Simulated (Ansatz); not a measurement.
# AlBrH₃OSb: an energy map over bond length O1–Al2 and dihedral H5–O1–Al2–Sb3

How does the energy of AlBrH3OSb, SMILES [OH][AlH][SbH][Br] change over two coordinates at once? A grid of runs gives the map.

Method: RKS CAM-B3LYP-D4/def2-SVP; program: Ansatz 0.2.0.

### Step 1. The starting structure

7 atoms, charge 0, spin multiplicity 1.

Atoms are counted from 1 here; the program's logs count them from 0.

Bond lengths: O1–Al2 1.720 Å, O1–H5 0.978 Å, Al2–Sb3 2.702 Å, Al2–H6 1.594 Å, Sb3–Br4 2.597 Å, Sb3–H7 1.745 Å. Angles: Al2–O1–H5 116.7°, O1–Al2–Sb3 115.9°, O1–Al2–H6 117.2°, Sb3–Al2–H6 126.9°, Al2–Sb3–Br4 87.0°, Al2–Sb3–H7 85.7°, Br4–Sb3–H7 93.8°.

Geometry (Å):

```xyz
7

O    -1.0936    1.3150   -0.6599
Al   -0.0174    0.9183    0.6214
Sb    0.6321   -1.6946    0.8483
Br   -0.7165   -2.0793   -1.3370
H    -1.3700    0.5814   -1.2441
H     0.4755    2.1122    1.5555
H     2.0980   -1.2676    0.0044
```

This geometry comes from a loose relaxation at PBE in a small basis, which is not shown.

### Step 2. The minimum at this level

File input.yaml:

```yaml
crystal:
  periodic: [false, false, false]
  atoms:
    - { symbol: O, position_ang: [-1.093551, 1.315033, -0.659925] }
    - { symbol: Al, position_ang: [-0.01742, 0.918343, 0.621396] }
    - { symbol: Sb, position_ang: [0.632103, -1.694584, 0.848349] }
    - { symbol: Br, position_ang: [-0.716513, -2.079281, -1.336955] }
    - { symbol: H, position_ang: [-1.370025, 0.581393, -1.244076] }
    - { symbol: H, position_ang: [0.475506, 2.112216, 1.555481] }
    - { symbol: H, position_ang: [2.09801, -1.267629, 0.00441] }
basis:
  gaussian: { orbitals: def2-SVP }
hamiltonian:
  xc: { name: CAM-B3LYP }
  dispersion: d4
output:
  forces: true
relax:
  f_tol: 0.003
  max_steps: 120
```

Command:

```bash
$ ansatz run input.yaml --threads 1 --pin off --max-ram 2560MiB --backend cpu --events-out ev --progress --plain --runs-dir out
```

Standard output, shortened:

```text
Warning: RAYON_NUM_THREADS=1 ignored (pool sized by the plan → 1); use --threads N
[...]
Functional definition: CAM-B3LYP
[...]
1164 factors; integrals over basis functions are off by at most 3.3e-4 eV
350 factors; integrals over basis functions are off by at most 1.2e-6 eV
[...]
mean field -85269.37667259 eV, -3133.5917950583 hartree, gradient 7.9e-5 eV, S^2 0.000000; 0 other end points of the search recorded, 0 dependent functions left out
[...]
reference -85269.37680292 eV, -3133.5917998479 hartree; 41, 41 occupied and 64, 64 virtual orbitals, 1164 factors
relax step   1: F+E_penalty+E_count = -85269.56365238 eV  Δ(F+E_penalty+E_count) = +0.000e0 eV  max|allowed force component| = 6.663e-1 eV/Å  Δτ_max = 0.0000 Å  (27 SCF iters, accepted)
[...]
relax step   4: F+E_penalty+E_count = -85269.58904146 eV  Δ(F+E_penalty+E_count) = -1.000e-2 eV  max|allowed force component| = 2.941e-1 eV/Å  Δτ_max = 0.0477 Å  (32 SCF iters, accepted)
[...]
relax step   7: F+E_penalty+E_count = -85269.59699024 eV  Δ(F+E_penalty+E_count) = -1.884e-3 eV  max|allowed force component| = 1.725e-2 eV/Å  Δτ_max = 0.0409 Å  (31 SCF iters, accepted)
[...]
relax step  10: F+E_penalty+E_count = -85269.59717548 eV  Δ(F+E_penalty+E_count) = -1.562e-4 eV  max|allowed force component| = 1.022e-2 eV/Å  Δτ_max = 0.0096 Å  (27 SCF iters, accepted)
[...]
relax step  13: F+E_penalty+E_count = -85269.59725765 eV  Δ(F+E_penalty+E_count) = -2.833e-6 eV  max|allowed force component| = 4.297e-3 eV/Å  Δτ_max = 0.0041 Å  (25 SCF iters, accepted)
[...]
relax step  14: F+E_penalty+E_count = -85269.59726032 eV  Δ(F+E_penalty+E_count) = -2.671e-6 eV  max|allowed force component| = 2.396e-3 eV/Å  Δτ_max = 0.0012 Å  (22 SCF iters, accepted)
1164 factors; integrals over basis functions are off by at most 3.2e-4 eV
350 factors; integrals over basis functions are off by at most 1.1e-6 eV
mean field -85269.41011375 eV, -3133.5930239981 hartree, gradient 4.4e-5 eV, S^2 0.000000; 1 other end points of the search recorded, 0 dependent functions left out
[...]
reference -85269.41024379 eV, -3133.5930287772 hartree; 41, 41 occupied and 64, 64 virtual orbitals, 1164 factors
Total energy: -85269.59739036 eV, -3133.5999062869 hartree
Atom 0 at    -1.107071     1.311772    -0.633871 Å, force     0.001026    -0.002152     0.000628 eV/Å
Atom 1 at    -0.024274     0.918751     0.605100 Å, force    -0.002127     0.000754    -0.002396 eV/Å
Atom 2 at     0.630641    -1.658774     0.842626 Å, force     0.000547    -0.000443     0.000346 eV/Å
Atom 3 at    -0.662232    -2.114403    -1.336119 Å, force    -0.000098    -0.000656    -0.000450 eV/Å
Atom 4 at    -1.432961     0.654666    -1.260008 Å, force     0.000576     0.002056     0.001417 eV/Å
Atom 5 at     0.498448     2.076626     1.533885 Å, force     0.000274     0.000377     0.000290 eV/Å
Atom 6 at     2.105558    -1.303147     0.037067 Å, force    -0.000197     0.000064     0.000164 eV/Å
Dipole moment:     0.219381     0.005041     0.371680 e Å
```

Run time: 2 min. Hardware: 1 thread of Arm Neoverse V2, shared host; peak memory 0.32 GiB.

Step by step: (the energy doesn't fall at every step)

```
step  energy from step 1 (eV)  largest force component (eV/Å)
   1                   0.0000                          0.6663
   2                  -0.0010                          0.6225
   3                  -0.0154                          0.5823
   4                  -0.0254                          0.2941
   5                  -0.0240                          0.5445
   6                  -0.0315                          0.1377
   7                  -0.0333                          0.0172
   8                  -0.0334                          0.0165
   9                  -0.0333                          0.0370
  10                  -0.0335                          0.0102
  11                  -0.0336                          0.0052
  12                  -0.0336                          0.0046
  13                  -0.0336                          0.0043
  14                  -0.0336                          0.0024
```

Distances of close pairs at the start and the end, largest changes first:

```
   bond  before (Å)  after (Å)  change (Å)
Al2–Sb3       2.702      2.670      -0.032
 O1–Al2       1.720      1.692      -0.028
 Sb3–H7       1.745      1.718      -0.027
Sb3–Br4       2.597      2.574      -0.022
 Al2–H6       1.594      1.574      -0.020
  O1–H5       0.978      0.964      -0.013
```

### Step 3. Plan of the scan

The axes are (1) bond length O1–Al2: 13 values from 1.387 to 2.538 Å; (2) dihedral H5–O1–Al2–Sb3: 12 values from −180 to 150 °, periodic.

Nothing else is relaxed (all other coordinates rigid). Energies count from the relaxed molecule at the same level. Points are written as (first, second).

Below, 3 of the grid's runs; all are launched alike.

### Step 4. The run at (1.962 Å, 90°)

File input.yaml:

```yaml
crystal:
  periodic: [false, false, false]
  atoms:
    - { symbol: O, position_ang: [-1.107071, 1.311772, -0.633871] }
    - { symbol: Al, position_ang: [0.14871, 0.855963, 0.803034] }
    - { symbol: Sb, position_ang: [2.747281, 1.05382, 0.222301] }
    - { symbol: Br, position_ang: [2.089977, 2.102768, -2.034624] }
    - { symbol: H, position_ang: [-1.432961, 0.654666, -1.260008] }
    - { symbol: H, position_ang: [-0.438431, 0.385958, 2.185392] }
    - { symbol: H, position_ang: [2.764251, 2.556338, 1.054723] }
basis:
  gaussian: { orbitals: def2-SVP }
hamiltonian:
  xc: { name: CAM-B3LYP }
  dispersion: d4
output:
  forces: true
```

Command:

```bash
$ ansatz run input.yaml --threads 1 --pin off --max-ram 2560MiB --backend cpu --events-out ev --progress --plain --runs-dir out
```

Standard output, shortened:

```text
Warning: RAYON_NUM_THREADS=1 ignored (pool sized by the plan → 1); use --threads N
[...]
[... 1 set-up line as earlier in the session ...]
[...]
1081 factors; integrals over basis functions are off by at most 9.9e-4 eV
309 factors; integrals over basis functions are off by at most 7.8e-6 eV
[...]
mean field -85268.45408778 eV, -3133.5578906918 hartree, gradient 2.6e-5 eV, S^2 0.000000; 0 other end points of the search recorded, 0 dependent functions left out
[...]
reference -85268.45422157 eV, -3133.5578956087 hartree; 41, 41 occupied and 64, 64 virtual orbitals, 1081 factors
Total energy: -85268.63533450 eV, -3133.5645513861 hartree
Atom 0 at    -1.107071     1.311772    -0.633871 Å, force     2.354907    -0.845217     2.980919 eV/Å
Atom 1 at     0.148710     0.855963     0.803034 Å, force    -2.418685     0.753338    -3.040263 eV/Å
Atom 2 at     2.747281     1.053820     0.222301 Å, force    -0.244258     0.171018    -0.244433 eV/Å
Atom 3 at     2.089977     2.102768    -2.034624 Å, force     0.215787    -0.092567     0.153769 eV/Å
Atom 4 at    -1.432961     0.654666    -1.260008 Å, force     0.130167    -0.026763     0.087749 eV/Å
Atom 5 at    -0.438431     0.385958     2.185392 Å, force    -0.043290     0.055011     0.039120 eV/Å
Atom 6 at     2.764251     2.556338     1.054723 Å, force     0.005372    -0.014820     0.023139 eV/Å
Dipole moment:     0.138991    -0.502856     0.499693 e Å
```

It took 8.3 s on 1 thread of Arm Neoverse V2, shared host; peak memory 0.28 GiB.

Energy on the map's scale: 22 kcal/mol.

### Step 5. Grid point (1.675 Å, 0°)

File input.yaml:

```yaml
crystal:
  periodic: [false, false, false]
  atoms:
    - { symbol: O, position_ang: [-1.107071, 1.311772, -0.633871] }
    - { symbol: Al, position_ang: [-0.034984, 0.922638, 0.592845] }
    - { symbol: Sb, position_ang: [0.737909, -1.62908, 0.73545] }
    - { symbol: Br, position_ang: [-0.50139, -2.053889, -1.48034] }
    - { symbol: H, position_ang: [-1.432961, 0.654666, -1.260008] }
    - { symbol: H, position_ang: [0.419287, 2.064162, 1.576264] }
    - { symbol: H, position_ang: [2.205426, -1.171776, -0.031388] }
basis:
  gaussian: { orbitals: def2-SVP }
hamiltonian:
  xc: { name: CAM-B3LYP }
  dispersion: d4
output:
  forces: true
```

Command:

```bash
$ ansatz run input.yaml --threads 1 --pin off --max-ram 2560MiB --backend cpu --events-out ev --progress --plain --runs-dir out
```

Standard output, shortened:

```text
Warning: RAYON_NUM_THREADS=1 ignored (pool sized by the plan → 1); use --threads N
[...]
[... 1 set-up line as earlier in the session ...]
[...]
1079 factors; integrals over basis functions are off by at most 9.9e-4 eV
308 factors; integrals over basis functions are off by at most 1.1e-5 eV
[...]
mean field -85269.40427452 eV, -3133.5928094107 hartree, gradient 5.9e-5 eV, S^2 0.000000; 0 other end points of the search recorded, 0 dependent functions left out
[...]
reference -85269.40440471 eV, -3133.5928141949 hartree; 41, 41 occupied and 64, 64 virtual orbitals, 1079 factors
Total energy: -85269.59178134 eV, -3133.5997001591 hartree
Atom 0 at    -1.107071     1.311772    -0.633871 Å, force    -0.363502     0.064357    -0.349210 eV/Å
Atom 1 at    -0.034984     0.922638     0.592845 Å, force     0.332111    -0.090606     0.382481 eV/Å
Atom 2 at     0.737909    -1.629080     0.735450 Å, force     0.007066    -0.008306     0.010419 eV/Å
Atom 3 at    -0.501390    -2.053889    -1.480340 Å, force    -0.007641     0.002079    -0.000885 eV/Å
Atom 4 at    -1.432961     0.654666    -1.260008 Å, force     0.018240     0.032575    -0.044203 eV/Å
Atom 5 at     0.419287     2.064162     1.576264 Å, force     0.015560    -0.001191     0.001322 eV/Å
Atom 6 at     2.205426    -1.171776    -0.031388 Å, force    -0.001834     0.001091     0.000075 eV/Å
Dipole moment:     0.193329     0.002346     0.376584 e Å
```

Run time: 7.7 s. Hardware: 1 thread of Arm Neoverse V2, shared host; peak memory 0.28 GiB.

Energy on the map's scale: 0.13 kcal/mol.

### Step 6. The run at (1.579 Å, −60°)

File input.yaml:

```yaml
crystal:
  periodic: [false, false, false]
  atoms:
    - { symbol: O, position_ang: [-1.107071, 1.311772, -0.633871] }
    - { symbol: Al, position_ang: [-0.096429, 0.944941, 0.522537] }
    - { symbol: Sb, position_ang: [-0.918263, -0.880533, 2.289228] }
    - { symbol: Br, position_ang: [-2.994746, -1.265953, 0.817588] }
    - { symbol: H, position_ang: [-1.432961, 0.654666, -1.260008] }
    - { symbol: H, position_ang: [1.291245, 1.686062, 0.563197] }
    - { symbol: H, position_ang: [0.038124, -2.039242, 1.456466] }
basis:
  gaussian: { orbitals: def2-SVP }
hamiltonian:
  xc: { name: CAM-B3LYP }
  dispersion: d4
output:
  forces: true
```

Command:

```bash
$ ansatz run input.yaml --threads 1 --pin off --max-ram 2560MiB --backend cpu --events-out ev --progress --plain --runs-dir out
```

Standard output, shortened:

```text
Warning: RAYON_NUM_THREADS=1 ignored (pool sized by the plan → 1); use --threads N
[...]
[... 1 set-up line as earlier in the session ...]
[...]
1081 factors; integrals over basis functions are off by at most 9.6e-4 eV
309 factors; integrals over basis functions are off by at most 8.4e-6 eV
[...]
mean field -85268.94951375 eV, -3133.5760972604 hartree, gradient 4.3e-5 eV, S^2 0.000000; 0 other end points of the search recorded, 0 dependent functions left out
[...]
reference -85268.94964480 eV, -3133.5761020763 hartree; 41, 41 occupied and 64, 64 virtual orbitals, 1081 factors
Total energy: -85269.13774437 eV, -3133.5830146083 hartree
Atom 0 at    -1.107071     1.311772    -0.633871 Å, force    -2.514821     0.523172    -3.706862 eV/Å
Atom 1 at    -0.096429     0.944941     0.522537 Å, force     2.907304    -0.843949     3.456440 eV/Å
Atom 2 at    -0.918263    -0.880533     2.289228 Å, force    -0.029852    -0.008874    -0.011434 eV/Å
Atom 3 at    -2.994746    -1.265953     0.817588 Å, force     0.053980    -0.049884     0.031825 eV/Å
Atom 4 at    -1.432961     0.654666    -1.260008 Å, force    -0.511662     0.367802     0.066427 eV/Å
Atom 5 at     1.291245     1.686062     0.563197 Å, force     0.079421     0.032112     0.163220 eV/Å
Atom 6 at     0.038124    -2.039242     1.456466 Å, force     0.015630    -0.020378     0.000384 eV/Å
Dipole moment:     0.427599     0.011748     0.026371 e Å
```

Run time: 7.4 s. Hardware: 1 thread of Arm Neoverse V2, shared host; peak memory 0.28 GiB.

Energy on the map's scale: 11 kcal/mol.

### Step 7. All points together

156 points were computed. Energies in kcal/mol, from the relaxed molecule at the same level:

| dihedral H5–O1–Al2–Sb3 (°) ↓, bond length O1–Al2 (Å) → | 1.387 | 1.483 | 1.579 | 1.675 | 1.771 | 1.867 | 1.962 | 2.058 | 2.154 | 2.250 | 2.346 | 2.442 | 2.538 |
| --- | --- | --- | --- | --- | --- | --- | --- | --- | --- | --- | --- | --- | --- |
| 150 | 63 | 28 | 11 | 5 | 6 | 12 | 20 | 30 | 40 | 51 | 61 | 71 | 80 |
| 120 | 66 | 30 | 13 | 7 | 8 | 14 | 22 | 31 | 41 | 52 | 62 | 71 | 80 |
| 90 | 67 | 31 | 14 | 8 | 9 | 14 | 22 | 32 | 42 | 52 | 62 | 71 | 80 |
| 60 | 64 | 29 | 12 | 6 | 7 | 13 | 21 | 30 | 41 | 51 | 61 | 71 | 80 |
| 30 | 60 | 25 | 8 | 2 | 4 | 10 | 18 | 28 | 39 | 49 | 60 | 70 | 79 |
| 0 | 57 | 22 | 5 | 0 | 2 | 8 | 17 | 27 | 38 | 49 | 59 | 69 | 78 |
| −30 | 59 | 24 | 7 | 1 | 3 | 9 | 18 | 28 | 38 | 49 | 59 | 69 | 79 |
| −60 | 63 | 28 | 11 | 5 | 6 | 12 | 20 | 30 | 40 | 51 | 61 | 70 | 80 |
| −90 | 66 | 30 | 13 | 7 | 8 | 14 | 22 | 31 | 42 | 52 | 62 | 71 | 80 |
| −120 | 65 | 30 | 13 | 7 | 8 | 13 | 22 | 31 | 41 | 52 | 62 | 71 | 80 |
| −150 | 63 | 28 | 11 | 5 | 6 | 12 | 20 | 30 | 40 | 51 | 61 | 71 | 80 |
| −180 | 62 | 27 | 10 | 4 | 5 | 11 | 20 | 29 | 40 | 50 | 61 | 70 | 80 |

The largest force on an atom (eV/Å) at each point:

| dihedral H5–O1–Al2–Sb3 (°) ↓, bond length O1–Al2 (Å) → | 1.387 | 1.483 | 1.579 | 1.675 | 1.771 | 1.867 | 1.962 | 2.058 | 2.154 | 2.250 | 2.346 | 2.442 | 2.538 |
| --- | --- | --- | --- | --- | --- | --- | --- | --- | --- | --- | --- | --- | --- |
| 150 | 21.0 | 11.0 | 4.6 | 0.8 | 1.8 | 3.2 | 4.0 | 4.4 | 4.5 | 4.4 | 4.2 | 4.0 | 3.7 |
| 120 | 21.0 | 11.0 | 4.7 | 0.8 | 1.8 | 3.2 | 4.0 | 4.3 | 4.4 | 4.3 | 4.1 | 3.9 | 3.7 |
| 90 | 20.9 | 11.0 | 4.6 | 0.8 | 1.8 | 3.2 | 4.0 | 4.3 | 4.4 | 4.3 | 4.1 | 3.9 | 3.6 |
| 60 | 20.9 | 10.9 | 4.6 | 0.8 | 1.8 | 3.2 | 4.0 | 4.4 | 4.5 | 4.3 | 4.1 | 3.9 | 3.7 |
| 30 | 20.9 | 10.9 | 4.5 | 0.7 | 1.9 | 3.3 | 4.1 | 4.5 | 4.5 | 4.4 | 4.2 | 4.0 | 3.7 |
| 0 | 20.8 | 10.8 | 4.5 | 0.5 | 1.9 | 3.4 | 4.1 | 4.5 | 4.6 | 4.5 | 4.3 | 4.0 | 3.8 |
| −30 | 20.9 | 10.9 | 4.5 | 0.6 | 1.9 | 3.3 | 4.1 | 4.5 | 4.6 | 4.4 | 4.2 | 4.0 | 3.8 |
| −60 | 20.9 | 10.9 | 4.6 | 0.8 | 1.8 | 3.2 | 4.0 | 4.4 | 4.5 | 4.4 | 4.2 | 4.0 | 3.7 |
| −90 | 20.9 | 10.9 | 4.6 | 0.8 | 1.8 | 3.2 | 4.0 | 4.3 | 4.4 | 4.3 | 4.1 | 3.9 | 3.7 |
| −120 | 20.9 | 11.0 | 4.6 | 0.8 | 1.8 | 3.2 | 4.0 | 4.4 | 4.4 | 4.3 | 4.1 | 3.9 | 3.7 |
| −150 | 21.0 | 11.0 | 4.6 | 0.8 | 1.8 | 3.2 | 4.0 | 4.4 | 4.5 | 4.4 | 4.2 | 4.0 | 3.7 |
| −180 | 21.0 | 11.0 | 4.6 | 0.7 | 1.8 | 3.2 | 4.0 | 4.4 | 4.5 | 4.4 | 4.2 | 4.0 | 3.7 |

Energy (kcal/mol) at eleven even steps along the easiest path on the interpolated surface, from (1.675 Å, 0°): 0, 1, 2, 4, 6, 7, 7, 6, 5, 4, 4.

### Step 8. Outcome

| quantity | value |
| --- | --- |
| lowest point | (1.675 Å, 0°), 0.13 kcal/mol |
| highest computed point | (2.538 Å, 90°), 80 kcal/mol above the lowest |
| largest force on an atom (eV/Å) | 0.5 at (1.675 Å, 0°) to 21.0 at (1.387 Å, −180°); 0.5 at the lowest point |
| time for the whole task | 23 min on 1 thread, shared host |

In words: The lowest computed point is at (1.675 Å, 0°), 0.13 kcal/mol from the relaxed molecule at the same level. The grid is coarse, so the lowest point of the scanned range may lie between grid points; coordinates that were held can hide deeper minima. A higher local minimum lies near (1.675 Å, −180°) (3.8 kcal/mol above the lowest at that grid point). The highest computed point, (2.538 Å, 90°), lies 80 kcal/mol above the lowest. On the interpolated surface the easiest way out of the lowest well to the well at (1.675 Å, −180°) passes a barrier of about 6.9 kcal/mol. Round the minimum the two coordinates are nearly uncoupled.
